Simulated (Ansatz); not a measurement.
# NiRh: equation of state with PBE

Crystal: NiRh.

```
CELL_PARAMETERS angstrom
1.31413 0.75871 4.11171
-1.31413 0.75871 4.11171
0.00000 -1.51742 4.11171
ATOMIC_POSITIONS crystal
Rh 0.50000 0.50000 0.50000
Ni 0.00000 0.00000 0.00000
```

The cell comes from a database or a generator and needn't be the stable form of this composition.

* Program: Ansatz 0.2.0
* Task: equation of state
* Functional: PBE
* Potentials or basis: all-electron LAPW, scalar-relativistic
* Basis error allowed: 0.0005 eV/atom
* k mesh: 12 × 12 × 12
* Occupations: fermi-dirac, width 0.05 eV
* Spin: collinear spin, ferromagnetic start
* Starting moments: [0.6, 1.0] μB

```
Equilibrium volume                        : 12.76 Å³/atom
Bulk modulus at fixed shape and positions : 219 GPa
Pressure derivative of the bulk modulus   : 3.0 (rough: it moves with the points fitted)
```

Energy against volume, from the lowest point:
```csv
volume (Å³/atom),energy (meV/atom)
11.561,87.73
11.807,54.16
12.053,28.65
12.299,11.68
12.545,2.41
12.791,0.00
13.037,3.72
```

All runs of the series together: 9.7 min on 2 threads of Intel(R) Xeon(R) Platinum 8488C (Sapphire Rapids), with other jobs on the host.

Caveat: the cell was scaled at fixed shape and fractional positions, which overstates the stiffness of a crystal with free parameters, most of all of layers and chains; the starting moments weren't kept.
